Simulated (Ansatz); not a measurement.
# C2H6OSi (SMILES C=C[SiH2]O): a relaxed scan of the bond length Si3–O4

An exercise on one series of results from a longer session: the logs are not shown, and one member is left open.

Program: Ansatz 0.2.0, Gaussian basis. Level of theory: single points in def2-TZVPP. These are calculated values, not measurements.

Levels: PBE-D4, r2SCAN-D4, PBE0-D4, B3LYP-D4, wB97M-V, Hartree-Fock, MP2, CCSD, CCSD(T). The scan takes 1.352, 1.422, 1.524, 1.643, 1.774, 1.916, 2.067, 2.226, 2.391 Å.

Cores are frozen in the correlated methods. B3LYP uses VWN-RPA correlation.

19 further runs of the same task are left out: 19 set aside as unsound or not needed.

**Where the work starts**

The minimum, relaxed at PBE0-D4: SMILES `C=C[SiH2]O`, 10 atoms, charge 0, spin multiplicity 1.

Atoms are counted from 1 here; the program's logs count them from 0.

Bond lengths: C1–C2 1.330 Å, C1–H5 1.087 Å, C1–H6 1.086 Å, C2–Si3 1.857 Å, C2–H7 1.090 Å, Si3–O4 1.649 Å, Si3–H8 1.491 Å, Si3–H9 1.484 Å, O4–H10 0.958 Å. Angles: C2–C1–H5 121.4°, C2–C1–H6 122.4°, H5–C1–H6 116.2°, C1–C2–Si3 122.9°, C1–C2–H7 118.3°, Si3–C2–H7 118.9°, C2–Si3–O4 111.4°, C2–Si3–H8 108.7°, C2–Si3–H9 111.0°, O4–Si3–H8 111.1°, O4–Si3–H9 105.7°, H8–Si3–H9 108.9°, Si3–O4–H10 117.3°.

Coordinates:

```
C     0.46944    1.33917   -0.81876
C     0.22141    0.86624    0.39971
Si   -0.46241   -0.83423    0.70070
O    -0.54461   -1.70461   -0.69766
H     0.26927    0.74723   -1.70779
H     0.87345    2.33371   -0.98584
H     0.43515    1.50667    1.25533
H     0.39329   -1.52092    1.71078
H    -1.85247   -0.76566    1.21458
H     0.28068   -2.01901   -1.06814
```

Energies of the minimum (eV), from earlier single points: PBE-D4 -12089.81811, r2SCAN-D4 -12095.99781, PBE0-D4 -12090.92425, B3LYP-D4 -12100.18048, wB97M-V -12096.66363, CCSD(T) -12078.72755.

At the minimum the bond length Si3–O4 is 1.649 Å.

Set-up of the first run:

File relax/in.yaml:

```yaml
crystal:
  periodic: [false, false, false]
  atoms:
    - {symbol: C, position_ang: [0.469443, 1.339171, -0.818765]}
    - {symbol: C, position_ang: [0.221410, 0.866240, 0.399709]}
    - {symbol: Si, position_ang: [-0.462414, -0.834230, 0.700699]}
    - {symbol: O, position_ang: [-0.529801, -1.547780, -0.445691]}
    - {symbol: H, position_ang: [0.269275, 0.747235, -1.707792]}
    - {symbol: H, position_ang: [0.873451, 2.333713, -0.985839]}
    - {symbol: H, position_ang: [0.435146, 1.506675, 1.255328]}
    - {symbol: H, position_ang: [0.393286, -1.520922, 1.710783]}
    - {symbol: H, position_ang: [-1.852468, -0.765663, 1.214577]}
    - {symbol: H, position_ang: [0.295495, -1.862176, -0.816179]}
basis:
  gaussian: {orbitals: def2-TZVP}
hamiltonian: {xc: pbe0, dispersion: d4}
relax: {f_tol: 0.005, max_steps: 200, constraints: [{distance: [2, 3]}]}
```

The command line of these runs was not kept.

Steps of the session up to this table: Si3–O4 = 1.352 Å; Si3–O4 = 1.422 Å; Si3–O4 = 1.524 Å; Si3–O4 = 1.643 Å; Si3–O4 = 1.774 Å; Si3–O4 = 1.916 Å; Si3–O4 = 2.067 Å; Si3–O4 = 2.226 Å; Si3–O4 = 2.391 Å.

One table of the session follows, with a row left open; its other results are not shown here.

Energies less that of the minimum at the same level (kJ/mol):

```
bond length (Å)  PBE-D4  PBE0-D4  B3LYP-D4  wB97M-V  Hartree-Fock
          1.352   228.7    214.0     216.9    218.3         199.9
          1.422       ?        ?         ?        ?             ?
          1.524    33.4     27.4      28.7     28.9          20.8
          1.643     0.3      0.1       0.1      0.1          -0.3
1.649 (minimum)     0.0      0.0       0.0      0.0           0.0
          1.774    11.4     17.5      15.9     16.5          25.3
          1.916    50.5     63.1      59.3     61.7          80.2
          2.067   103.7    123.2     117.0    122.4         151.0
          2.226   161.8    188.2     178.9    189.1         227.1
          2.391   219.7    252.6     240.5    255.4         301.7
```

Q: Estimate the row for bond length (Å) = 1.422 from the others.

Worked estimate for «PBE-D4». A straight line through the neighbours (1.352, 228.7) and (1.524, 33.4) gives 228.7 + (33.4 − 228.7) × (1.422 − 1.352) / (1.524 − 1.352) = 149.2; a parabola fitted to 3 rows on both sides gives 128.2.

The run gave: PBE-D4: 120.6; PBE0-D4: 109.7; B3LYP-D4: 111.9; wB97M-V: 112.8; Hartree-Fock: 98.8. In «PBE-D4» the line misses by +28.6 and the parabola by +7.6.
